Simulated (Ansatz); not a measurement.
**AlGaHCl+ (doublet): wave-function methods side by side, cc-pVDZ**

Aim: climb from Hartree-Fock through coupled cluster and multireference methods for AlGaHCl+ (doublet) at one geometry and basis, and see what each rung misses.

Program: Ansatz 0.2.0, Gaussian basis. Level of theory: cc-pVDZ, core rule «outside noble gas», up to 24 orbitals frozen. These are calculated values, not measurements.

Plan: UHF; CCSD(T) on ROHF; CCSD(T) on UHF; BCCD(T) on ROHF; CISD as a restricted active space (open shells left free, so some higher excitations enter); CCSDT(Q) on ROHF; CCSDT(Q) on UHF; CASSCF and MRCISD+Q, 9 electrons in 9 orbitals; CASSCF and NEVPT2, 9 electrons in 9 orbitals.

19 further runs of the same task are left out: 6 that didn't finish, 13 set aside as unsound or not needed. Runs told in other sessions of the task aren't counted.

### Step 1. The system

The geometry is a PBE0/def2-TZVP stationary point (not a proven minimum) of the parent state, kept for this charge and spin. No spin-orbit coupling is included. The filled d shell of Ga may be among the frozen orbitals whatever the setting's name suggests.

4 atoms, charge 1, spin multiplicity 2.

Atoms are counted from 1 here; the program's logs count them from 0.

Bond lengths: Cl1–Al2 2.109 Å, Al2–Ga3 2.523 Å, Al2–H4 1.582 Å. Angles: Cl1–Al2–Ga3 115.6°, Cl1–Al2–H4 122.7°, Ga3–Al2–H4 121.7°.

### Step 2. UHF

in.yaml reads:

```yaml
crystal:
  periodic: [false, false, false]
  atoms:
    - {symbol: Cl, position_ang: [0.000000, -0.454110, 2.387882]}
    - {symbol: Al, position_ang: [0.000000, 0.897734, 0.768882]}
    - {symbol: Ga, position_ang: [0.000000, -0.152166, -1.525692]}
    - {symbol: H, position_ang: [0.000000, 2.467172, 0.964970]}
basis:
  gaussian: {orbitals: cc-pVDZ}
total_charge: 1
magnetization: {spin_polarized: true, initial_magnetization: 1}
hamiltonian: {xc: hf}
output: {orbitals: {seedname: orbitals}}
```

Run with:

```console
> ansatz run in.yaml --threads 1 --pin off --events-out ev --progress --plain --max-ram 2393MiB
```

After this run come: CCSD(T) on ROHF; CCSD(T) on UHF; BCCD(T) on ROHF; CISD as a restricted active space (open shells left free, so some higher excitations enter); CCSDT(Q) on ROHF; CCSDT(Q) on UHF; CASSCF and MRCISD+Q, 9 electrons in 9 orbitals; CASSCF and NEVPT2, 9 electrons in 9 orbitals.

Q: Predict the results of all the runs planned. Wanted: UCCSDT(Q) from the RHF energy; RMP2 from UCCSDT(Q); UMP2 from UCCSDT(Q); RCCSD from UCCSDT(Q); RCCSD(T) from UCCSDT(Q); UCCSD(T) from UCCSDT(Q); RCCSDT(Q) from UCCSDT(Q); MRCISD+Q frontier from UCCSDT(Q); T1 diagnostic.

As calculated:

```
                         quantity                                value
    UCCSDT(Q) from the ROHF energy                           -6.9856 eV
              RMP2 from UCCSDT(Q)                        +110.8 kJ/mol
              UMP2 from UCCSDT(Q)                        +109.9 kJ/mol
             RCCSD from UCCSDT(Q)                         +19.9 kJ/mol
          RCCSD(T) from UCCSDT(Q)                          +4.3 kJ/mol
          UCCSD(T) from UCCSDT(Q)                          +3.8 kJ/mol
         RCCSDT(Q) from UCCSDT(Q)                          +0.6 kJ/mol
 MRCISD+Q frontier from UCCSDT(Q)                          +7.0 kJ/mol
levels within 1 kcal/mol (43 meV)  UCCSD(T), RCCSDT, UCCSDT, RCCSDT(Q)
                    T1 diagnostic                                0.026
```

RCCSD(T) lands +4.3 kJ/mol from the yardstick (0.6 % of the correlation energy). These misses are within one basis, not against nature; the frozen cores of restricted and unrestricted runs differ, which can shift their rows.

With open shells the CI space here admits some higher excitations, so it is larger than plain CISD.
